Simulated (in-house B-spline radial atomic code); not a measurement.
**Ho⁵²⁺: ionisation energy by several methods**

Wanted: one ionisation energy, Ho⁵²⁺ to configuration [Ne] 3s2 3p2, up the ladder of functionals.

Method: scalar-relativistic (X2C), several functionals, spin-polarised; spherical all-electron atom at the radial basis limit. Code: in-house B-spline radial atomic code version 1.

### Step 1. The system

* element: holmium (Z = 67)
* charge: +52
* electrons: 15
* configuration: [Ne] 3s2 3p3
* nucleus: Fermi, rms radius 5.202 fm

The outer shells:

[Ne] 3s2 3p3
```
[Ne] core
3s [↑↓]
3p [↑ ][↑ ][↑ ]
```

Where spins are not typed, each open shell is filled with up spins first.

### Step 2. BLYP

Input settings:

```ini
Z = 67
electrons = 15.0
configuration = [Ne] 3s2 3p3
hamiltonian = x2c
method = b88,lyp
spin_polarised = True
nucleus = fermi
rms_radius = 5.2022
mass_number = 165
atomic_mass = 164.930329116
speed_of_light = 137.035999084
```

### Step 3. Hartree-Fock

The settings differ from step 2 so:

```diff
@@ -4,3 +4,3 @@
 hamiltonian = x2c
-method = b88,lyp
+method = hf
 spin_polarised = True
```

### Step 4. RPBE

The settings differ from step 3 so:

```diff
@@ -4,3 +4,3 @@
 hamiltonian = x2c
-method = hf
+method = rpbe,pbe
 spin_polarised = True
```

### Step 5. AM05

The settings differ from step 4 so:

```diff
@@ -4,3 +4,3 @@
 hamiltonian = x2c
-method = rpbe,pbe
+method = am05
 spin_polarised = True
```

Before running: The tabulated ionisation energy is 4802 ± 4 eV (tabulated theoretical; NIST Atomic Spectra Database). What does each method give, and which comes nearest?

The runs gave:

| method | rung | total energy (hartree) | ΔSCF (eV) | −ε highest (eV) | ΔSCF less tabulated (eV) |
| --- | --- | --- | --- | --- | --- |
| BLYP | GGA | -9847.2089 | 4892.21 | 4837.32 (3p up) | +90.21 |
| RPBE | GGA | -9847.0021 | 4891.94 | 4837.26 (3p up) | +89.94 |
| AM05 | GGA | -9838.3849 | 4890.05 | 4835.14 (3p up) | +88.05 |
| Hartree-Fock | Hartree-Fock | -9845.1895 | 4891.27 | 4891.91 (3p up) | +89.27 |

**Reading.** Tables give 4802 ± 4 eV (tabulated theoretical; NIST Atomic Spectra Database) for the ionisation energy. AM05 misses by +88.05 eV, the least, and BLYP by +90.21 eV (1.9 %), the most. All methods miss on the same side by much the same amount, which points to something that they share. Relativistic terms that these runs lack can be as large as the gaps between close methods, so the nearest may be so by luck. Spin-orbit coupling is left out. Open shells are averaged (over orientations, and over spins where the run is restricted), while tables refer to the lowest levels.

Members of this set that are not shown: 3 used exact exchange with fractional occupations of an open shell, which is unsound here.
